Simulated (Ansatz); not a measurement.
**C₃H₈Cl₃NZr: small, medium and large basis sets**

One table from this session's results is given with a row withheld; the runs are named, their logs left out.

Computed with Ansatz 0.2.0, Gaussian basis. Level: one geometry, several basis sets.

The runs, in order: PBE0-D4/def2-SVP; ωB97M-V/def2-SVP; PBE0-D4/def2-QZVPP; ωB97M-V/def2-QZVPP; the functionals' def2-TZVPP values are taken from earlier runs.

1 further run of the same task is left out (it didn't finish).

### The relaxed structure

All runs share one geometry, relaxed beforehand with PBE0-D4 in a triple-zeta def2 set. Zr takes the def2 core potential; no spin-orbit term is included.

SMILES `CC[N](C)[Zr]([Cl])([Cl])[Cl]`, 16 atoms, charge 0, spin multiplicity 1.

Atoms are counted from 1 here; the program's logs count them from 0.

Bond lengths: C1–C2 1.520 Å, C1–H9 1.092 Å, C1–H10 1.092 Å, C1–H11 1.092 Å, C2–N3 1.451 Å, C2–H12 1.099 Å, C2–H13 1.093 Å, N3–C4 1.450 Å, N3–Zr5 1.976 Å, C4–H14 1.095 Å, C4–H15 1.097 Å, C4–H16 1.099 Å, Zr5–Cl6 2.354 Å, Zr5–Cl7 2.342 Å, Zr5–Cl8 2.353 Å. Angles: C2–C1–H9 110.7°, C2–C1–H10 110.0°, C2–C1–H11 111.9°, H9–C1–H10 108.3°, H9–C1–H11 108.3°, H10–C1–H11 107.6°, C1–C2–N3 113.7°, C1–C2–H12 109.9°, C1–C2–H13 109.4°, N3–C2–H12 108.7°, N3–C2–H13 108.2°, H12–C2–H13 106.6°, C2–N3–C4 115.6°, C2–N3–Zr5 132.4°, C4–N3–Zr5 112.0°, N3–C4–H14 112.2°, N3–C4–H15 111.0°, N3–C4–H16 110.8° and more.

The first run:

The input, in.yaml:

```yaml
crystal:
  periodic: [false, false, false]
  atoms:
    - {symbol: C, position_ang: [1.890584, -0.940290, 0.099829]}
    - {symbol: C, position_ang: [0.982184, 0.080243, 0.765366]}
    - {symbol: N, position_ang: [-0.320296, 0.198456, 0.137205]}
    - {symbol: C, position_ang: [-1.201217, -0.941445, 0.300444]}
    - {symbol: Zr, position_ang: [-1.171732, 1.648750, -0.899333]}
    - {symbol: Cl, position_ang: [-3.105663, 2.284011, 0.282187]}
    - {symbol: Cl, position_ang: [0.385871, 3.386555, -1.099399]}
    - {symbol: Cl, position_ang: [-1.781335, 0.731252, -2.978745]}
    - {symbol: H, position_ang: [2.052436, -0.686208, -0.949850]}
    - {symbol: H, position_ang: [2.860606, -0.959303, 0.601268]}
    - {symbol: H, position_ang: [1.475082, -1.948579, 0.147585]}
    - {symbol: H, position_ang: [0.841135, -0.178058, 1.824275]}
    - {symbol: H, position_ang: [1.461883, 1.062285, 0.743730]}
    - {symbol: H, position_ang: [-0.810875, -1.839554, -0.188974]}
    - {symbol: H, position_ang: [-1.374287, -1.155110, 1.362092]}
    - {symbol: H, position_ang: [-2.184367, -0.743016, -0.147660]}
basis:
  gaussian: {orbitals: def2-SVP}
hamiltonian: {xc: pbe0, dispersion: d4}
output: {orbitals: {seedname: orbitals}}
```

The run is started by

```
> ansatz run in.yaml --threads 5 --pin off --events-out ev --progress --plain --max-ram 66560MiB --backend cpu
```

Among the steps run: PBE0-D4 in def2-SVP; ωB97M-V in def2-SVP; PBE0-D4 in def2-QZVPP; ωB97M-V in def2-QZVPP.

One table of the session follows, with a row left open; its other results are not shown here.

| functional | basis | HOMO (eV) | LUMO (eV) |
| --- | --- | --- | --- |
| PBE0-D4 | def2-SVP | -7.38 | -1.87 |
| PBE0-D4 | def2-TZVPP | ? | ? |
| PBE0-D4 | def2-QZVPP | -7.39 | -1.93 |
| ωB97M-V | def2-SVP | -9.59 | 0.29 |
| ωB97M-V | def2-TZVPP | -9.61 | 0.18 |
| ωB97M-V | def2-QZVPP | -9.62 | 0.16 |

Estimate the missing values for PBE0-D4, def2-TZVPP.

As computed: HOMO (eV): -7.39; LUMO (eV): -1.92.
